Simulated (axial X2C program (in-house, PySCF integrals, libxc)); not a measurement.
# Linear HSnH⁺ at several levels

One table from this session's results is given with a row withheld; the runs are named, their logs left out.

Program: an in-house X2C program for linear molecules on PySCF integrals. Level of theory: all-electron X2C, two-component (2c) or spin-free, H dyall-v3z, Sn dyall-v3z. These are calculated values, not measurements.

All values are calculated.

2 further runs of the same task are left out: 2 set aside as unsound or not needed.

Set-up of the first run:

Contents of task.json:

```json
{"zs": [1, 50, 1], "q": 1, "bas": ["dyall-v3z", "dyall-v3z", "dyall-v3z"], "r0": [1.72, 1.72], "symm": 1, "scan": ["PBE0", "HF", "B3LYP"], "levels": ["PBE0", "HF", "TPSSh"], "nst": 2}
```

Keys: zs atomic numbers; q charge; bas basis sets; r0 starting distance in Å; symm equal bonds; scan levels of the two-bond scan (MP2 follows by itself at each HF point); levels methods; nst determinants followed.

The run is started by

```
$ python solin.py task.json out
```

Masses H 1.008, Sn 119.902, H 1.008 u.

Steps of the session up to this table: Scan at PBE0, 2c; Scan at HF, 2c; Scan at B3LYP, 2c.

One of the session's tables, all rows but one given; the rest of the session is left out.

| level | r(H–Sn) (Å) | r(Sn–H) (Å) | lower stretch (cm⁻¹) | upper stretch (cm⁻¹) |
| --- | --- | --- | --- | --- |
| PBE0, 2c | 1.660 | 1.660 | 2004.1 | 2120.1 |
| HF, 2c | 1.653 | 1.653 | 2117.4 | 2193.2 |
| B3LYP, 2c | 1.664 | 1.664 | 1973.5 | 2096.9 |
| MP2, 2c | 1.641 | 1.641 | 2051.0 | 2181.5 |
| PBE0, spin-free | 1.660 | 1.660 | 2005.0 | 2124.8 |
| HF, spin-free | ? | ? | ? | ? |
| B3LYP, spin-free | 1.664 | 1.664 | 1974.6 | 2102.9 |
| MP2, spin-free | 1.641 | 1.641 | 2052.1 | 2184.0 |

Q: Estimate the row for HF, spin-free from the others.

The run gave: r(H–Sn) (Å): 1.653; r(Sn–H) (Å): 1.653; lower stretch (cm⁻¹): 2118.6; upper stretch (cm⁻¹): 2198.6.

Scans not shown above were run alike.

MP2 freezes inner shells (threshold -2 hartree). The molecule was held linear; bending was not examined, so a bent shape may lie lower. Note: functional without a current term on a determinant with orbital currents, of the molecule or an atom.
